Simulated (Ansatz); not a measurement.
# Sr2I: the cost of one run

Computed with Ansatz 0.2.0 (DFT PBE, scalar-relativistic, plane waves, PAW, unless a step's input says otherwise).

## 1. The structure to begin with

It takes space group Fm-3m (No. 225, cubic). Conventional cell: a = 7.498 Å, b = 7.498 Å, c = 7.498 Å, α = 90.00°, β = 90.00°, γ = 90.00°. Around Sr (site symmetry -43m) lie 4 I at 3.25 Å. I (site symmetry m-3m) has 8 Sr at 3.25 Å as nearest neighbours.

As a file:

```
Sr I
1.0
     0.00000    3.74924    3.74924
     3.74924    0.00000    3.74924
     3.74924    3.74924    0.00000
Sr I
2 1
Cartesian
  1.8746 1.8746 1.8746
  5.6239 5.6239 5.6239
  0.0000 0.0000 0.0000
```

This is candidate A: anti-fluorite type (Fm-3m, No. 225).

(A quick probe on a coarse mesh, which set the mesh and smearing, is not shown.)

## 3. Rough relaxation on the coarse mesh (candidate A)

input.yaml

```yaml
crystal:
  lattice:
    - [0.0, 3.7492380349, 3.7492380349]
    - [3.7492380349, 0.0, 3.7492380349]
    - [3.7492380349, 3.7492380349, 0.0]
  atoms:
    - { symbol: Sr, position: [0.25, 0.25, 0.25] }
    - { symbol: Sr, position: [0.75, 0.75, 0.75] }
    - { symbol: I, position: [0.0, 0.0, 0.0] }
basis:
  ecutwfc: 420
kpoints:
  mp_grid: { grid: [4, 4, 4] }
hamiltonian:
  xc: pbe
scf:
  occupations: { method: gaussian, width: 0.1 }
  lower_state_search: "off"
output:
  forces: true
  stress: true
  eigenvalues: true
relax:
  adjacent_minimum: "off"
  f_tol: 0.04
  max_steps: 70
  cell: { stress_tol: 0.4 }
```

The run is started by

```sh
$ ansatz run input.yaml --threads 1 --pin off --max-ram 2560MiB --backend cpu --events-out ev --progress --plain --runs-dir out
```

What time and memory should one allow on 1 thread of Arm Neoverse V1, shared host?

About 12 s, with a peak of 0.36 GiB.
